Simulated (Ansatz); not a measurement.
I need a short molecular-dynamics run of BH5SSi2, SMILES SB1[SiH2][SiH2]1. Use the Ansatz DFT code, driven from Python. Level of theory: BLYP, 6-31G* basis, multiplicity 1.

```xyz
9

S    -1.8160    1.2402   -1.4832
B    -0.6129    0.4441   -0.3738
Si    1.2050    0.4060    0.4222
Si   -0.0655   -1.0481    0.8802
H    -1.4337    0.5335   -2.6272
H     1.4089    1.5122    1.4044
H     2.2757    0.0981   -0.5819
H    -0.8393   -0.9161    2.1426
H    -0.0336   -2.3162    0.1996
```

`bh5ssi2.py`:
```python
# -*- coding: utf-8 -*-
'''Molecular dynamics of one BH5SSi2 molecule.'''

import ansatz
import numpy as np

geometry_ang = [
    ('S', (-1.816, 1.2402, -1.4832)),
    ('B', (-0.6129, 0.4441, -0.3738)),
    ('Si', (1.205, 0.406, 0.4222)),
    ('Si', (-0.0655, -1.0481, 0.8802)),
    ('H', (-1.4337, 0.5335, -2.6272)),
    ('H', (1.4089, 1.5122, 1.4044)),
    ('H', (2.2757, 0.0981, -0.5819)),
    ('H', (-0.8393, -0.9161, 2.1426)),
    ('H', (-0.0336, -2.3162, 0.1996)),
]
mol = ansatz.Crystal.molecule()
for symbol, xyz in geometry_ang:
    mol = mol.atom(symbol, xyz)

model = (
    mol.calculation()
    .basis(gaussian='6-31G*')  # atom-centred Gaussian functions
    .functional('blyp')  # exchange and correlation
    .md('nve', timestep=0.5, steps=30, temperature=300, initial_velocities='maxwell_boltzmann', seed=52)
)
frames = []
model.session().plan().execute(on_event=lambda e: frames.append(e['data']) if e['event'] == 'md_step' else None)
print('t (fs)   E_pot (eV)      E_kin (eV)   T (K)   d(0-1) (A)')
for f in frames[::2]:
    xyz = np.array(f['positions_ang'])
    print(f'{f["time_fs"]:6.2f} {f["lagrangian_ev"]:14.5f} {f["e_kin_ev"]:10.5f} {f["temperature_k"]:8.1f} {np.linalg.norm(xyz[0] - xyz[1]):9.4f}')
kept = np.array([f['conserved_ev'] for f in frames])
print(f'conserved energy moves by at most {1000 * np.ptp(kept):.3f} meV')
```

Running `python bh5ssi2.py` prints:
```text
t (fs)   E_pot (eV)      E_kin (eV)   T (K)   d(0-1) (A)
  0.00   -27342.22873    0.27145    300.0    1.8199
  1.00   -27342.29223    0.33466    369.9    1.8216
  2.00   -27342.37854    0.42077    465.0    1.8241
  3.00   -27342.47544    0.51766    572.1    1.8274
  4.00   -27342.58140    0.62370    689.3    1.8313
  5.00   -27342.70070    0.74302    821.2    1.8357
  6.00   -27342.83360    0.87578    967.9    1.8403
  7.00   -27342.97089    1.01284   1119.4    1.8452
  8.00   -27343.09756    1.13932   1259.2    1.8501
  9.00   -27343.20104    1.24273   1373.5    1.8549
 10.00   -27343.27622    1.31797   1456.6    1.8596
 11.00   -27343.32508    1.36693   1510.7    1.8640
 12.00   -27343.35367    1.39566   1542.5    1.8681
 13.00   -27343.36958    1.41169   1560.2    1.8718
 14.00   -27343.37948    1.42164   1571.2    1.8752
 15.00   -27343.38570    1.42780   1578.0    1.8784
conserved energy moves by at most 1.023 meV
```

Notes:
- Total energies depend on the basis set; only differences at equal settings carry meaning.
- The trajectory is only some femtoseconds long, so its temperature is not equilibrated; where the script doesn't relax first, it starts from a rough generated geometry.
- The temperature counts the internal degrees of freedom alone.
- Wall time of the script: 93 s on 1 thread of Arm Neoverse V2, on a shared host, peak memory 0.19 GiB.

(A comment or docstring line of the script was reworded after the run, the code is as it ran; lines on the test bed's own set-up are left out of the output.)
